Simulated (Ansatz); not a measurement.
# CaMgF4: the band gap up the ladder of functionals

The task here is to estimate one member of a computed series from the others.

The runs shown are made with Ansatz 0.2.0. PAW datasets, plane waves. All values are calculated for a non-magnetic cell, which may be hypothetical.

## The system as given

The cell was relaxed beforehand with r2SCAN.

The symmetry is R-3m (No. 166, trigonal); conventional cell a = 3.712 Å, c = 17.592 Å, 11.66 Å³ an atom. Around Mg lie 8 F at 2.07–2.23 Å; around F lie 1 Mg at 2.07 Å and 3 Ca at 2.31 Å; around F lie 3 Mg at 2.23 Å and 1 Ca at 2.32 Å and 3 F at 2.47 Å; around Ca lie 8 F at 2.31–2.32 Å.

The structure in full:

```cif
data_structure
_symmetry_space_group_name_H-M 'R-3m:H'
_symmetry_Int_Tables_number 166
_cell_length_a 3.7120
_cell_length_b 3.7120
_cell_length_c 17.5919
_cell_angle_alpha 90.000
_cell_angle_beta 90.000
_cell_angle_gamma 120.000
_cell_volume 209.92
loop_
_atom_site_label
_atom_site_type_symbol
_atom_site_symmetry_multiplicity
_atom_site_Wyckoff_symbol
_atom_site_fract_x
_atom_site_fract_y
_atom_site_fract_z
_atom_site_occupancy
Mg1 Mg 3 a 0.00000 0.00000 0.00000 1
F1 F 6 c 0.33333 0.66667 0.78428 1
F2 F 6 c 0.66667 0.33333 0.70151 1
Ca1 Ca 3 b 0.66667 0.33333 0.83333 1
```

The first run:

The input, input.yaml:

```yaml
crystal:
  lattice:
    - [1.8559845735, 1.0715531947, 5.8639601841]
    - [-1.8559845735, 1.0715531947, 5.8639601841]
    - [0.0, -2.1431063846, 5.8639601849]
  atoms:
    - { symbol: Mg, position: [0.0, 0.0, 0.0] }
    - { symbol: F, position: [0.1176182934, 0.1176182934, 0.1176182934] }
    - { symbol: F, position: [0.3681737577, 0.3681737577, 0.3681737577] }
    - { symbol: Ca, position: [0.5, 0.5, 0.5] }
    - { symbol: F, position: [0.6318262423, 0.6318262423, 0.6318262423] }
    - { symbol: F, position: [0.8823817066, 0.8823817066, 0.8823817066] }
kpoints:
  mp_grid: { grid: [8, 8, 8] }
  band_path:
    path:
      - [[0.0, 0.0, 0.0], [0.5, 0.5, 0.5], [0.8110718455992, 0.1889281544008, 0.5]]
      - [[0.5, -0.1889281544008, 0.1889281544008], [0.5, -1.075895176247e-16, 3.475722703652e-17], [0.0, 0.0, 0.0], [0.3444640772004, -0.3444640772004, 1.295183751129e-17]]
      - [[0.6555359227996, -6.317294112571e-17, 0.3444640772004], [0.5, 3.625976041283e-17, 0.5], [0.0, 0.0, 0.0]]
    npoints: 10
hamiltonian:
  xc: pbe
scf:
  occupations: { method: fermi_dirac, width: 0.02 }
  n_extra_bands: 5
output:
  forces: true
  stress: true
  eigenvalues: true
  write_density: true
  write_potential: true
  elf: true
  volumetric_format: npy
```

Started as:

```bash
$ ansatz run input.yaml --threads 2 --pin off --max-ram 20275MiB --backend cpu --events-out ev --progress --plain --runs-dir out
```

Steps of the session up to this table: PBE bands along the symmetry lines; Single point with r2SCAN; HSE06 at the same geometry; Single point with PBE0.

One of the session's tables, all rows but one given; the rest of the session is left out.

| level | gap (eV) |
| --- | --- |
| PBE | 6.58 |
| r2SCAN | 7.33 |
| HSE06 | 8.70 |
| PBE0 | ? |

Estimate the missing values for PBE0.

**Answer.** gap (eV): 9.47. In the column «gap (eV)» it is the highest.

Meshes: PBE 8×8×8, r2SCAN 8×8×8, HSE06 4×4×4, PBE0 4×4×4

PBE reaches 76 % of the HSE06 value, and r2SCAN 84 %. PBE0 lies 0.76 eV above HSE06, which differs from it by screening the long-range exchange.

Limits of these values: Warnings in the runs' records: stress scf threshold loose, stress exchange threshold loose.
